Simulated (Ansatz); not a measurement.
The system is NiMoIrPdW.

```
CELL_PARAMETERS angstrom
4.14670 0.00000 0.00000
-2.07335 3.59115 0.00000
0.00000 0.00000 5.41629
ATOMIC_POSITIONS crystal
Ni 0.00000 0.00000 0.02221
Mo 0.66667 0.33333 0.45996
Pd 0.33333 0.66667 0.74601
Ir 0.33333 0.66667 0.25641
W 0.66667 0.33333 0.99985
```

The cell was built by a generator and needn't be a form met in nature.

```yaml
Program: Ansatz 0.2.0
Task: relaxation of cell and atoms
Functional: LDA
Potentials_or_basis: Ansatz PAW
Cutoff: "420 eV (not typed: the program's choice for these potentials)"
k_mesh: 5 × 5 × 4
Occupations: fermi-dirac, width 0.05 eV
Spin: collinear spin, ferromagnetic start
Starting_moments: "[1.0, 1.0, 0.0, 0.6, 0.0] μB"
```

At the start: volume 16.13 Å³/atom.

How do energy, volume and symmetry change on relaxing?

It ends after 7 steps and the volume is 15.24 Å³/atom (-5.6 %); space group P3m1 (No. 156, to 0.05 Å); moment 0.00 μB per cell.

Step by step:
| step | energy change (eV) | largest force (eV/Å) | volume (Å³) |
| --- | --- | --- | --- |
| 1 | 0.0000 | 0.4174 | 80.66 |
| 2 | -0.1814 | 0.0426 | 76.73 |
| 3 | -0.1843 | 0.0551 | 76.17 |
| 4 | -0.1845 | 0.0276 | 76.19 |
| 5 | -0.1848 | 0.0199 | 76.20 |
| 6 | -0.1848 | 0.0082 | 76.18 |
| 7 | -0.1836 | 0.0083 | 76.18 |

Final structure:
```yaml
crystal:
  lattice:
    - [4.06564, 0.00000, 0.00000]
    - [-2.03282, 3.52095, 0.00000]
    - [0.00000, 0.00000, 5.32155]
  atoms:
    - { symbol: Ni, position: [0.00000, 0.00000, 0.01774] }
    - { symbol: Mo, position: [0.66667, 0.33333, 0.46385] }
    - { symbol: Pd, position: [0.33333, 0.66667, 0.74645] }
    - { symbol: Ir, position: [0.33333, 0.66667, 0.25686] }
    - { symbol: W, position: [0.66667, 0.33333, 0.99955] }
```

Caveat: the plane-wave basis is chosen anew once the cell has moved, so the energies of steps on either side of that aren't comparable; the PAW data sets come from PBE, with cores solved anew for the run's functional, which leaves a small shift of forces and pressure; the starting moments weren't kept.
